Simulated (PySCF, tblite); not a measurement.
# C₆H₁₂Ge: geometry, infrared bands and NMR shifts

Aim: predict the infrared bands and NMR shifts of C₆H₁₂Ge (`C=C(C)[C@@H]1C[C@@H]1[GeH3]`).

Computed with tblite 0.8.0 and PySCF 2.14.0, with density-fitted response routines of our own, on a single molecule in the gas phase. Atoms count from 0, in the outputs and in this text.

## 1. The starting structure

19 atoms, charge 0, multiplicity 1; geometry from: force field or distance geometry start.

Bonds of the start (Å): C0–C1 1.31, C1–C2 1.51, C1–C3 1.45, C3–C4 1.55, C4–C5 1.51, C5–Ge6 1.91, C5–C3 1.45, C0–H7 1.08, C0–H8 1.11, C2–H9 1.10, C2–H10 1.10, C2–H11 1.11, C3–H12 1.14, C4–H13 1.10, C4–H14 1.10, C5–H15 1.13, Ge6–H16 1.57, Ge6–H17 1.56, Ge6–H18 1.57.

## 2. Geometry optimisation with GFN2-xTB

Job settings and geometry (Å):

```
{"job": {"kind": "relax", "xc": "GFN2-xTB", "basis": "xTB"}, "charge": 0, "multiplicity": 1}
C     -1.135000     1.315400    -0.023600
C     -1.142300     0.013600    -0.152100
C     -2.510200    -0.636800    -0.173400
C     -0.005200    -0.879000    -0.253900
C      0.791900    -0.945200     1.076200
C      1.422000    -0.610000    -0.253500
Ge     2.285400     1.082200    -0.442500
H     -0.271000     1.964400     0.025000
H     -2.108100     1.848300     0.044000
H     -3.292400     0.106700    -0.373500
H     -2.664300    -1.139100     0.790600
H     -2.419800    -1.410800    -0.963500
H     -0.285300    -1.943400    -0.543200
H      0.956500    -1.935800     1.524600
H      0.650100    -0.084500     1.747800
H      2.066100    -1.475500    -0.601600
H      3.783800     0.841400    -0.841300
H      1.591200     2.001700    -1.490300
H      2.276700     1.895700     0.896600
```

Command:

```sh
$ OMP_NUM_THREADS=1 python probes_run.py task.json out
```

One launch serves the whole session: the jobs run in the order shown.

**Question.** This job is followed by: GFN2-xTB harmonic vibrations, gas phase; GIAO PBE0/pcSseg-1 NMR shielding, non-relativistic, gas phase. Predict these results of the whole session: strongest single infrared mode (GFN2-xTB); zero-point energy (GFN2-xTB); ¹³C shifts against TMS (PBE0/pcSseg-1); ¹H shifts against TMS (PBE0/pcSseg-1, means over atoms taken as alike); ⁷³Ge shifts against GeMe4 (PBE0/pcSseg-1); surface potential, 1st and 99th percentile.

As calculated:

```
                                                              quantity                                               value
                             strongest single infrared mode (GFN2-xTB)                               2064 cm⁻¹, 453 km/mol
                                          zero-point energy (GFN2-xTB)                                       95.6 kcal/mol
                                ¹³C shifts against TMS (PBE0/pcSseg-1)             156.4, 109.8, 29.2, 22.0, 16.6, 9.3 ppm
¹H shifts against TMS (PBE0/pcSseg-1, means over atoms taken as alike)  5.10, 4.22, 3.44, 2.06, 1.33, 1.24, 0.65, 0.46 ppm
                             ⁷³Ge shifts against GeMe4 (PBE0/pcSseg-1)                                            -229 ppm
                                 surface potential, 1st and 99th percentile                                  -0.68 V and 0.76 V
```

Over 142 steps the energy fell by 0.694 eV; of the close pairs, Ge6–H18 changed most, 1.567 to 1.495 Å. All 51 modes are real, so the xTB geometry is a minimum. The strongest single mode, at 2064 cm⁻¹, moves mainly H16 and H18. GFN2-xTB is a fitted tight-binding method: band positions and strengths are rough. Its intensities can rank the bands wrongly. C1 (fully substituted alkene carbon) lies farthest downfield among carbon, at 156.4 ppm; an sp2 carbon of a C=C bond. Spin-orbit coupling is left out, which matters for shieldings and couplings at and beside the heavy atoms.
